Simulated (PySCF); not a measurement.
# C2H9FN2Si: the cost of one run

The runs use PySCF 2.14.0, with density-fitted response routines of our own; the level of theory stands in each step. All values are computed, except where a source is named. Atoms are numbered from 0 throughout.

### Step 1. The starting structure

15 atoms, charge 0, multiplicity 1; geometry from: GFN2-xTB. The atoms were then displaced at random by about 0.01 Å, so the start is not that level's minimum.

Bonds of the start (Å): C0–C1 1.50, C1–N2 1.43, N2–Si3 1.75, Si3–N4 1.68, Si3–F5 1.63, C0–H6 1.11, C0–H7 1.09, C0–H8 1.10, C1–H9 1.10, C1–H10 1.08, N2–H11 1.03, Si3–H12 1.42, N4–H13 0.99, N4–H14 1.01.

### Step 2. Relaxing the molecule at PBE0-D3(BJ)/def2-SVP

The job: settings as JSON, then the geometry in Å.

```
{"job": {"xc": "PBE0", "basis": "def2-SVP", "d3": "d3bj", "grid": 1, "shake": 0.01, "kind": "geom"}, "charge": 0, "multiplicity": 1}
C     -2.290230     0.254020     0.487410
C     -1.202270    -0.603880    -0.076680
N      0.077880    -0.139780     0.364100
Si     1.579370    -0.298400    -0.520330
N      2.680170     0.696120     0.271510
F      1.142300     0.168830    -2.019370
H     -2.148990     1.310270     0.180820
H     -3.259710    -0.051430     0.107130
H     -2.323130     0.240440     1.590170
H     -1.374850    -1.645940     0.233930
H     -1.210500    -0.561880    -1.155630
H      0.172520    -0.123810     1.385320
H      2.126660    -1.594660    -0.738110
H      3.614740     0.713310    -0.043120
H      2.400700     1.619420     0.558680
```

Launch:

```console
> OMP_NUM_THREADS=1 python probes_run.py task.json out
```

The driver reads the jobs from task.json and runs them one after another.

**Question.** How long does this first job take on 1 thread of AMD EPYC 9R45, shared host, and how much memory does it need?

About 30 s, with a peak of 0.52 GiB.
